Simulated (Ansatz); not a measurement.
# PdOS: the cell at several levels of theory

The task here is to estimate one member of a computed series from the others.

The runs shown are made with Ansatz 0.2.0. PAW datasets, plane waves, zero pressure. (Calculated; spin-unpolarised; the phase may be known or hypothetical.)

## The structure to begin with

In-plane lattice: a = 3.300 Å, b = 3.300 Å, γ = 120.0°; thickness between the outer nuclei 2.68 Å. Near Pd stand 3 S at 2.33 Å and 3 O at 2.33 Å; near O stand 3 Pd at 2.33 Å; near S stand 3 Pd at 2.33 Å.

As a file:

```
CELL_PARAMETERS angstrom
3.30029 0.00000 0.00000
-1.65014 2.85813 0.00000
0.00000 0.00000 18.00000
ATOMIC_POSITIONS crystal
Pd 0.00000 0.00000 0.50000
O 0.33333 0.66667 0.57450
S 0.66667 0.33333 0.42550
```
Periodic in the plane only; c spans the vacuum.

Set-up of the first run:

input.yaml

```yaml
crystal:
  lattice:
    - [3.30028874, 0.0, 0.0]
    - [-1.65014437, 2.8581338887, 0.0]
    - [0.0, 0.0, 18.0]
  atoms:
    - { symbol: Pd, position: [0.0, 0.0, 0.5] }
    - { symbol: O, position: [0.3333333333, 0.6666666667, 0.5745018233] }
    - { symbol: S, position: [0.6666666667, 0.3333333333, 0.4254981767] }
  periodic: [true, true, false]
kpoints:
  mp_grid: { grid: [12, 12, 1] }
hamiltonian:
  xc: pbe
scf:
  occupations: { method: fermi_dirac, width: 0.02 }
relax:
  f_tol: 0.005
  cell: {}
output:
  write_density: true
  write_potential: true
  elf: true
  volumetric_format: npy
```

Started as:

```sh
> ansatz run input.yaml --threads 4 --pin off --max-ram 5529MiB --backend cpu --events-out ev --progress --plain --runs-dir out
```

Among the steps run: Relaxing with PBE; Relaxation with r2SCAN; Relaxation with PBEsol; Relaxation with LDA; Relaxation with HSE06.

One of the session's tables, all rows but one given; the rest of the session is left out.

It belongs to the step «The cells side by side». 

```
 level  a (Å)  area (Å²/atom)
   PBE  3.330           3.200
r2SCAN      ?               ?
PBEsol  3.284           3.113
   LDA  3.256           3.061
 HSE06  3.265           3.078
```

**Question.** Estimate the row for r2SCAN.

The run gave: a (Å): 3.290; area (Å²/atom): 3.124. In the column «a (Å)» it lies between PBEsol (3.284) and PBE (3.330).

What this shows: From the start to the first minimum the area moved by +1.8 %. LDA gives the smallest cell and PBE the largest; they differ by 4.5 % in area, a mean of 2.2 % in length. The meshes differ: PBE 12×12×1, r2SCAN 12×12×1, PBEsol 12×12×1, LDA 12×12×1, HSE06 6×6×1.

Caveats from the session: Warnings in the runs' records: xc potential rough in thin density, slab cell height set.
